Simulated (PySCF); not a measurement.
# RuCl₃⁺: quintet, from a B3LYP minimum start

Aim: relax RuCl₃⁺ as a quintet from a B3LYP minimum start, check by its vibrations whether the end is a minimum, and collect its spectrum and constants.

The runs use PySCF 2.14.0; B3LYP, basis Ru def2-SVP with ECP28, Cl def2-SVP, scalar-relativistic core potentials, no spin–orbit coupling, density fitting.

### Step 1. The system as given

4 atoms, charge 1, spin multiplicity 5.

Bond lengths: Ru1–Cl2 2.176 Å, Ru1–Cl3 2.212 Å, Ru1–Cl4 2.212 Å. Angles: Cl2–Ru1–Cl3 106.0°, Cl2–Ru1–Cl4 106.0°, Cl3–Ru1–Cl4 147.9°.

```xyz
4
charge 1 multiplicity 5
Ru    0.0000    0.0000   -0.1622
Cl    0.0000    0.0000    2.0134
Cl    2.1261    0.0000   -0.7738
Cl   -2.1261    0.0000   -0.7738
```

### Step 2. The SCF at the typed geometry

The steps below are one call of a driver around PySCF. For each, scf.py gives the equivalent set-up of the SCF; relaxations use the driver's own optimiser. After this first run the driver tries any further starts and a stability analysis.

The input, scf.py:

```python
from pyscf import gto, scf, dft
mol = gto.M(atom='''
Ru    -0.000000     0.000000    -0.162187
Cl    -0.000000    -0.000000     2.013397
Cl     2.126143    -0.000000    -0.773803
Cl    -2.126143     0.000000    -0.773803''',
    basis={'Ru': 'def2-SVP', 'Cl': 'def2-SVP'},
    ecp={'Ru': 'def2-SVP'},
    charge=1, spin=4)
mf = dft.UKS(mol, xc='B3LYP')
mf.grids.atom_grid = (50, 194)
aux = {'Ru': 'def2-universal-JKFIT', 'Cl': 'def2-universal-JKFIT'}
mf = mf.density_fit(auxbasis=aux)
mf.conv_tol = 1e-08
mf.diis_space = 10
mf.max_cycle = 60
mf.init_guess = 'minao'
mf.verbose = 4
mf.kernel()
```

Command:

```sh
OMP_NUM_THREADS=2 python axn.py task.json out
```

Standard output:

```text
init E= -1466.00509729541
[... the frontier-level lines of each cycle are left out ...]
cycle= 1 E= -1474.60411998449  delta_E= -8.6  |g|= 0.668  |ddm|= 2.38
cycle= 2 E= -1473.03201748739  delta_E= 1.57  |g|= 1.75  |ddm|= 2.05
cycle= 3 E= -1474.83590861952  delta_E= -1.8  |g|= 0.119  |ddm|= 1.63
cycle= 4 E= -1474.83009331175  delta_E= 0.00582  |g|= 0.154  |ddm|= 0.293
cycle= 5 E= -1474.84298910439  delta_E= -0.0129  |g|= 0.0698  |ddm|= 0.185
cycle= 6 E= -1474.84477504494  delta_E= -0.00179  |g|= 0.0383  |ddm|= 0.0363
cycle= 7 E= -1474.84558238047  delta_E= -0.000807  |g|= 0.00426  |ddm|= 0.0474
cycle= 8 E= -1474.84559143853  delta_E= -9.06e-06  |g|= 0.0024  |ddm|= 0.00468
cycle= 9 E= -1474.84559522337  delta_E= -3.78e-06  |g|= 0.00045  |ddm|= 0.00309
cycle= 10 E= -1474.84559568257  delta_E= -4.59e-07  |g|= 0.000215  |ddm|= 0.00199
cycle= 11 E= -1474.84559571389  delta_E= -3.13e-08  |g|= 2.78e-05  |ddm|= 0.000378
cycle= 12 E= -1474.84559571483  delta_E= -9.35e-10  |g|= 9.67e-06  |ddm|= 6.72e-05
Extra cycle  E= -1474.84559571443  delta_E= 4e-10  |g|= 3.29e-05  |ddm|= 4.06e-05
converged SCF energy = -1474.84559571443  <S^2> = 6.0198622  2S+1 = 5.0079386
```

This step, with its further starts and checks, took 24 s on 2 threads of Arm Neoverse N1, shared host.

Energies from each starting density:

| start | energy (Eh) |
| --- | --- |
| the minimal-basis guess | -1474.845596 |
| a thermally smeared density | -1474.845596 |
| a smeared PBE density | -1474.845596 |

No lower solution of this spin turned up from the other starts or in the test of internal stability.

### Step 3. B3LYP minimum start, quintet: relaxation

The program finds C2v symmetry in the start, which this walk keeps. Threshold on the gradient: 0.0003 Eh/bohr, with a further test on the energy change.

scf.py, as its differences from that of step 2:

```diff
@@ -3,4 +3,4 @@
-Ru    -0.000000     0.000000    -0.162187
-Cl    -0.000000    -0.000000     2.013397
-Cl     2.126143    -0.000000    -0.773803
-Cl    -2.126143     0.000000    -0.773803''',
+Ru     0.000000     0.000000    -0.161029
+Cl     0.000000     0.000000     2.014555
+Cl     2.126143     0.000000    -0.772645
+Cl    -2.126143     0.000000    -0.772645''',
@@ -17 +16,0 @@
-mf.init_guess = 'minao'
```

Steps of the walk:

| step | energy (Eh) | change (kJ/mol) | largest symmetric gradient (Eh/bohr) |
| --- | --- | --- | --- |
| 0 | -1474.845596 | 0.00 | 0.00017 |

The walk took 4.1 s.

Geometry (Å) and forces (eV/Å) at some steps:

```
step 0
Ru   0.000   0.000  -0.161   0.000   0.000   0.006
Cl   0.000   0.000   2.015   0.000   0.000   0.009
Cl   2.126   0.000  -0.773  -0.002   0.000  -0.007
Cl  -2.126   0.000  -0.773   0.002   0.000  -0.007
```

End point (C2v, 0 steps, 0.0 kJ/mol gained): Ru–Cl 2.176 Å, Ru–Cl 2.212 Å (×2); Cl–Ru–Cl 106.0° (×2), Cl–Ru–Cl 147.9°.

### Step 4. Is it a minimum? Harmonic modes

On the finer grid the gradient is checked again; gradients at displacements of ±0.02 bohr then give force constants and infrared intensities.

scf.py, as its differences from that of step 3:

```diff
@@ -11 +11 @@
-mf.grids.atom_grid = (50, 194)
+mf.grids.atom_grid = (75, 302)
@@ -14 +14 @@
-mf.conv_tol = 1e-08
+mf.conv_tol = 1e-10
```

The driver hands on the density of the step before, so the log starts near convergence.

SCF at the final geometry:

```text
init E= -1474.8455563896
[... the frontier-level lines of each cycle are left out ...]
cycle= 1 E= -1474.84555638951  delta_E= 9.12e-11  |g|= 1.38e-05  |ddm|= 1.45e-05
cycle= 2 E= -1474.8455563878  delta_E= 1.71e-09  |g|= 5.92e-05  |ddm|= 5.97e-05
cycle= 3 E= -1474.8455563896  delta_E= -1.8e-09  |g|= 2.1e-06  |ddm|= 4.84e-05
cycle= 4 E= -1474.84555638961  delta_E= -9.32e-12  |g|= 2.07e-07  |ddm|= 2.82e-06
Extra cycle  E= -1474.8455563896  delta_E= 5.23e-12  |g|= 3.19e-07  |ddm|= 4.98e-07
converged SCF energy = -1474.8455563896  <S^2> = 6.0198644  2S+1 = 5.0079395
```

The whole step took 91 s.

Geometry: C2v; Ru–Cl 2.176 Å, Ru–Cl 2.212 Å (×2); Cl–Ru–Cl 106.0° (×2), Cl–Ru–Cl 147.9°.

Modes, for the most abundant isotopes:

```tsv
symmetry	ω (cm⁻¹)	IR (km/mol)	μ (u)	type
b1	65	4.0	51.72	bend
b2	97	0.2	37.55	bend
a1	107	0.2	40.51	bend
a1	385	0.3	35.04	stretch
a1	443	15.3	43.40	stretch
b2	454	45.0	47.32	stretch
```

All wavenumbers are real: a minimum.

Constants and moments:

```yaml
Dipole_moment_about_the_centre_of_mass: 0.16 D
Highest_occupied_level: -13.83 eV
Lowest_empty_level: -11.59 eV
Rotational_constants: 0.09048, 0.05332, 0.03355 cm⁻¹
Zero-point_energy: 9.3 kJ/mol
Principal_polarisabilities: 32.4, 74.2, 104.4 bohr³
Principal_traceless_quadrupole_moments_about_the_centre_of_mass: -5.20, 2.46, 2.75 D Å
Entropy_at_298.15_K_and_1_bar_electronic_part_spin_only: 360.6 J/(mol K)
Heat_capacity_Cp_at_298.15_K: 75.5 J/(mol K)
Enthalpy_at_298.15_K_above_0_K: 18.11 kJ/mol
Rotational_symmetry_number: 2
Spin_squared_⟨S²⟩: 6.020
```

Populations by atom (charges in e):

```json
{"atom": "Ru1", "Mulliken": "0.62", "Löwdin": "-0.30", "polar tensor": "1.34", "spin (Mulliken)": "2.81", "Mayer order to Ru1": "–"}
{"atom": "Cl2", "Mulliken": "0.17", "Löwdin": "0.49", "polar tensor": "-0.04", "spin (Mulliken)": "0.40", "Mayer order to Ru1": "1.50"}
{"atom": "Cl3,4", "Mulliken": "0.10", "Löwdin": "0.40", "polar tensor": "-0.15", "spin (Mulliken)": "0.40", "Mayer order to Ru1": "1.39"}
```

Outer orbital energies (eV). α occupied: -16.18, -15.96, -15.90, -15.68, -15.07, -14.96, -14.45, -13.83; empty: -11.06, -5.67, -5.25, -3.35. β occupied: -17.56, -17.10, -16.04, -15.97, -15.86, -15.20, -14.88, -14.68; empty: -11.59, -11.50, -11.26, -10.70.

Mulliken populations on Ru1 (outside its core potential): s 2.41, p 6.52, d 6.44, f 0.01.

### Step 5. Results

```
                                          quantity                                                                     value
                                           minimum                                                              quintet, C2v
                                          geometry  Ru–Cl 2.176 Å, Ru–Cl 2.212 Å (×2); Cl–Ru–Cl 106.0° (×2), Cl–Ru–Cl 147.9°
                                wavenumbers (cm⁻¹)                  65 (b1), 97 (b2), 107 (a1), 385 (a1), 443 (a1), 454 (b2)
                    dipole moment (centre of mass)                                                                    0.16 D
highest occupied, lowest empty level (either spin)                                                         -13.83, -11.59 eV
                        polar-tensor charge of Ru1                                                                   +1.34 e
                                 zero-point energy                                                                9.3 kJ/mol
                               entropy at 298.15 K                                                           360.6 J/(mol K)
                                              ⟨S²⟩                                                                     6.020
```

**Reading.** The B3LYP minimum start keeps its C2v symmetry and ends in a minimum. The strongest infrared band lies at 454 cm⁻¹ (b2, stretch). Most of the spin sits on Ru1 (Mulliken spin 2.81, against 4 for the whole molecule). Other starts or spin states, not run here, may lie lower. One determinant may miss the lowest occupation of an open d or f shell.

The search up to here took 2 min.
